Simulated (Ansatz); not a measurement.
# Cl2H3InSi: a ladder of functionals and wavefunction methods

The task here is to estimate one member of a computed series from the others.

Method: functionals in def2-TZVPP, the program's frozen cores in correlated methods; program: Ansatz 0.2.0, Gaussian basis.

Plan: LDA (SPW92), PBE-D4, revPBE-D4, BLYP-D4, r2SCAN-D4, B97M-V, PBE0-D4, B3LYP-D4, r2SCANh-D4, r2SCAN0-D4, HSE06-D4, BHLYP-D4, CAM-B3LYP-D4, LC-ωPBE, ωB97X-V, ωB97M-V, B2PLYP, PBE-QIDH; CCSD(T)/def2-SVP; CCSD(T)/def2-TZVPP; MP2/def2-QZVPP; extrapolation to the limit; RPA on PBE.

## Structure used throughout

The geometry comes from an earlier relaxation with PBE0-D4 in a triple-zeta def2 set; it is a stationary point, not always the lowest conformer. In takes the def2 core potential; no spin-orbit term is included.

SMILES `[SiH3][In]([Cl])[Cl]`, 7 atoms, charge 0, spin multiplicity 1.

Atoms are counted from 1 here; the program's logs count them from 0.

Bond lengths: Si1–In2 2.553 Å, Si1–H5 1.484 Å, Si1–H6 1.483 Å, Si1–H7 1.483 Å, In2–Cl3 2.327 Å, In2–Cl4 2.326 Å. Angles: In2–Si1–H5 107.9°, In2–Si1–H6 109.3°, In2–Si1–H7 108.4°, H5–Si1–H6 110.4°, H5–Si1–H7 110.1°, H6–Si1–H7 110.6°, Si1–In2–Cl3 124.3°, Si1–In2–Cl4 125.3°, Cl3–In2–Cl4 110.4°.

Set-up of the first run:

The input, in.yaml:

```yaml
crystal:
  periodic: [false, false, false]
  atoms:
    - {symbol: Si, position_ang: [-0.326787, 1.200721, -0.259206]}
    - {symbol: In, position_ang: [0.322902, -1.215964, 0.246944]}
    - {symbol: Cl, position_ang: [2.204121, -1.838376, 1.467513]}
    - {symbol: Cl, position_ang: [-0.870290, -3.097400, -0.422862]}
    - {symbol: H, position_ang: [-0.779595, 1.826857, 1.008207]}
    - {symbol: H, position_ang: [-1.418845, 1.214977, -1.261750]}
    - {symbol: H, position_ang: [0.868504, 1.909194, -0.778857]}
basis:
  gaussian: {orbitals: def2-TZVPP}
hamiltonian: {xc: lda}
output: {orbitals: {seedname: orbitals}}
```

On the command line:

```console
> ansatz run in.yaml --threads 4 --pin off --events-out ev --progress --plain --max-ram 10444MiB
```

Steps of the session up to this table: LDA; PBE-D4 (GGA); revPBE-D4 (GGA); BLYP-D4 (GGA); r2SCAN-D4 (meta-GGA); B97M-V (meta-GGA); PBE0-D4 (hybrid); B3LYP-D4 (hybrid); r2SCANh-D4 (hybrid); r2SCAN0-D4 (hybrid); HSE06-D4 (hybrid); BHLYP-D4 (hybrid); CAM-B3LYP-D4 (range-separated); LC-ωPBE (range-separated); ωB97X-V (range-separated); ωB97M-V (range-separated); B2PLYP (double hybrid); PBE-QIDH (double hybrid).

One table of the session follows, with a row left open; its other results are not shown here.

It belongs to the step «Orbital energies across the functionals». 

| functional | HOMO (eV) | LUMO (eV) | gap (eV) |
| --- | --- | --- | --- |
| LDA (SPW92) | -7.28 | -3.10 | 4.18 |
| PBE-D4 | -7.13 | -2.84 | 4.29 |
| revPBE-D4 | -7.08 | -2.72 | 4.35 |
| BLYP-D4 | -6.96 | -2.75 | 4.20 |
| r2SCAN-D4 | -7.43 | -2.70 | 4.74 |
| B97M-V | -7.52 | -2.89 | 4.63 |
| PBE0-D4 | -8.30 | -2.16 | 6.15 |
| B3LYP-D4 | -8.06 | -2.38 | 5.68 |
| r2SCANh-D4 | -7.86 | -2.45 | 5.41 |
| r2SCAN0-D4 | -8.50 | -2.08 | 6.42 |
| HSE06-D4 | -7.91 | -2.52 | 5.39 |
| BHLYP-D4 | -9.29 | -1.46 | 7.83 |
| CAM-B3LYP-D4 | -9.52 | -1.28 | 8.25 |
| LC-ωPBE | -10.83 | -0.19 | 10.64 |
| ωB97X-V | ? | ? | ? |
| ωB97M-V | -10.31 | -0.52 | 9.79 |

**Question.** Estimate the row for ωB97X-V.

The run gave: HOMO (eV): -10.49; LUMO (eV): -0.32; gap (eV): 10.17. In the column «HOMO (eV)» it lies between LC-ωPBE (-10.83) and ωB97M-V (-10.31).
